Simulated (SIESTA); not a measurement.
# ErSi2 (P6/mmm) in SIESTA: reference runs, part 2 of 2

SIESTA 5.4.2. The steps go on from the part before.

### Step 3. Single point, PBEsol, collinear spin, ferromagnetic start (atoms moved at random, drawn with an rms of 0.05 Å)

Input file ErSi2.fdf:

```
SystemName                      ErSi2
SystemLabel                     ErSi2
NumberOfSpecies                 2
NumberOfAtoms                   3
%block ChemicalSpeciesLabel
  1  68 Er
  2  14 Si
%endblock ChemicalSpeciesLabel

LatticeConstant                 1.0 Ang
%block LatticeVectors
     4.0700706060     0.0000000000     0.0000000000
    -2.0350353030     3.5247845400     0.0000000000
     0.0000000000     0.0000000000     3.8615268000
%endblock LatticeVectors
AtomicCoordinatesFormat         Fractional
%block AtomicCoordinatesAndAtomicSpecies
     0.0201690000     0.0077280000     0.0031260000  1  Er
     0.3376090000     0.6767460000     0.4997750000  2  Si
     0.6639650000     0.3218430000     0.4944870000  2  Si
%endblock AtomicCoordinatesAndAtomicSpecies

%block kgrid.MonkhorstPack
    8   0   0  0.0
    0   8   0  0.0
    0   0   7  0.0
%endblock kgrid.MonkhorstPack
XC.Functional                   GGA
XC.Authors                      PBEsol
PAO.BasisSize                   DZP
PAO.EnergyShift                 0.003 Ry
Mesh.Cutoff                     800 Ry
Spin                            polarized
%block DM.InitSpin
    1   3.000
    2   0.000
    3   0.000
%endblock DM.InitSpin
OccupationFunction              FD
ElectronicTemperature           0.05 eV
MaxSCFIterations                200
SCF.MustConverge                false
SCF.Mixer.Method                Pulay
SCF.Mixer.Weight                0.1
SCF.Mixer.History               10
SCF.DM.Tolerance                5.0e-05
SCF.H.Tolerance                 1.0e-03 eV
WriteForces                     true
Charge.Mulliken                 end
%block SyntheticAtoms
  1
  6 6 5 5
  2.0 0.0 1.0 0.0
%endblock SyntheticAtoms
%block PAO.Basis
  Er 5
  n=5 0 2
    3.497 0.000
  n=6 0 2
    8.378 0.000
  n=5 1 2
    4.240 0.000
  n=6 1 1
    8.378
  n=5 2 2
    8.686 0.000
%endblock PAO.Basis
```

Potentials or basis: PseudoDojo 0.4 standard with PseudoDojo 3+ lanthanides (4f in the core) (PBE and PBEsol files), DZP (energy shift 0.003 Ry; two zetas on semicore shells).

Run with:

```sh
$ siesta ErSi2.fdf > ErSi2.out 2>&1
```

ErSi2.out:

```text
Version         : 5.4.2

[... 6 lines left out ...]
 NOTE: Please see the manual for full details and compatibility measures.

reinit: Reading from file ErSi2.fdf

reinit: -----------------------------------------------------------------------
reinit: System Name: ErSi2
reinit: -----------------------------------------------------------------------
reinit: System Label: ErSi2
reinit: -----------------------------------------------------------------------

NOTE on units for spin output:
{S} is the spin magnetic moment, in units of the Bohr magneton,
assuming a g-factor for the electron spin of exactly 2.
The spin magnetic moment is then numerically equal to the charge inbalance,
in units of electrons, between the spin-up and -down channels.

initatom: Reading input for the pseudopotentials and atomic orbitals ----------
Species number:   1 Atomic number:   68 Label: Er
Species number:   2 Atomic number:   14 Label: Si

Ground state valence configuration (from tables):   6s02  6p00  5d00  4f12
Ground state valence configuration (from tables):   3s02  3p02  3d00  4f00
Er: Ground state valence configuration (custom):   6s 2.00000  6p 0.00000  5d 1.00000  5f 0.00000
Number of species with custom GS valence config:  1

[... 724 lines left out ...]
   2  2.399   0.739   0.006   0.217   0.455   0.227   0.170   0.073   0.164
              0.098   0.053   0.059   0.047   0.090
   3  2.400   0.739   0.006   0.218   0.455   0.227   0.167   0.073   0.166
              0.098   0.054   0.059   0.046   0.091

mulliken: Qtot =        9.500

mulliken: Spin DOWN

Species: Er
Atom  Qatom  Qorb
               5s      5s      6s      6s      5py     5pz     5px     5py
               5pz     5px     6py     6pz     6px     5dxy    5dyz    5dz2
               5dxz    5dx2-y2 5dxy    5dyz    5dz2    5dxz    5dx2-y2
   1  4.701   0.931   0.029   0.025   0.006   0.964   0.959   0.964   0.033
              0.033   0.033   0.032   0.012   0.020   0.090   0.043   0.077

              0.015   0.080   0.050   0.082   0.071   0.101   0.052

Species: Si
Atom  Qatom  Qorb
               3s      3s      3py     3pz     3px     3py     3pz     3px
               3Pdxy   3Pdyz   3Pdz2   3Pdxz   3Pdx2-y2
   2  2.399   0.739   0.006   0.217   0.455   0.227   0.170   0.073   0.164
              0.098   0.053   0.059   0.047   0.090
   3  2.400   0.739   0.006   0.218   0.455   0.227   0.167   0.073   0.166
              0.098   0.054   0.059   0.046   0.091

mulliken: Qtot =        9.500

Mulliken Atomic Populations:
Atom #   charge [q] valence [e]      Sz [e]  Species
     1     1.598557    9.401443   -0.000002  Er
     2    -0.798929    4.798929   -0.000004  Si
     3    -0.799628    4.799628   -0.000004  Si
 Total    -0.000000               -0.000009

Job completed
```

It took 4.8 min on 1 thread of Intel Xeon 6975P-C (Granite Rapids), shared host; peak memory 0.49 GiB.

Results:

- Free energy: -1456.9706 eV
- Pressure: -1.4 GPa
- Largest force: 0.865 eV/Å
- Band gap on the k mesh: none (metal or under the smearing width)
- Net moment: 0.00 μB per cell

Forces in eV/Å, atoms in the order of the input:
```
Er  -0.264 -0.097 -0.197
Si   0.238 -0.760  0.088
Si   0.026  0.857  0.109
```

Levels at points of the mesh, in eV from the Fermi level:
Spin up:
```
           k point  band 6  band 7  band 8  band 9  band 10  band 11  band 12  band 13
(0.00, 0.00, 0.00)   -3.79   -3.39   -1.93   -1.48    -1.21     0.78     1.29     2.74
(0.50, 0.00, 0.00)   -8.87   -4.01   -2.94   -2.30     1.37     1.76     2.86     3.06
(0.00, 0.50, 0.00)   -9.23   -3.88   -2.77   -2.12     0.96     1.77     2.79     2.98
(0.50, 0.50, 0.00)   -8.79   -4.07   -2.96   -2.35     1.37     1.87     2.89     3.05
```
Spin down:
| k point | band 7 | band 8 | band 9 | band 10 | band 11 | band 12 |
| --- | --- | --- | --- | --- | --- | --- |
| (0.00, 0.00, 0.00) | -3.39 | -1.93 | -1.48 | -1.21 | 0.78 | 1.29 |
| (0.50, 0.00, 0.00) | -4.01 | -2.94 | -2.30 | 1.37 | 1.76 | 2.86 |
| (0.00, 0.50, 0.00) | -3.88 | -2.77 | -2.12 | 0.96 | 1.77 | 2.79 |
| (0.50, 0.50, 0.00) | -4.07 | -2.96 | -2.35 | 1.37 | 1.87 | 2.89 |

Caveat: the magnetic or orbital state may not be the lowest; the potentials were made for another functional, which shifts forces and pressure; short orbitals over semicore shells can move pressures by several GPa; spin-orbit coupling is left out, which moves the levels of the heavy elements; the 4f electrons are frozen in the core as for a trivalent ion, so they carry no moment and show no levels; the basis of atomic orbitals isn't converged, which shifts pressures, moduli and gaps. The state reached can hang on the start; a lower one may exist.
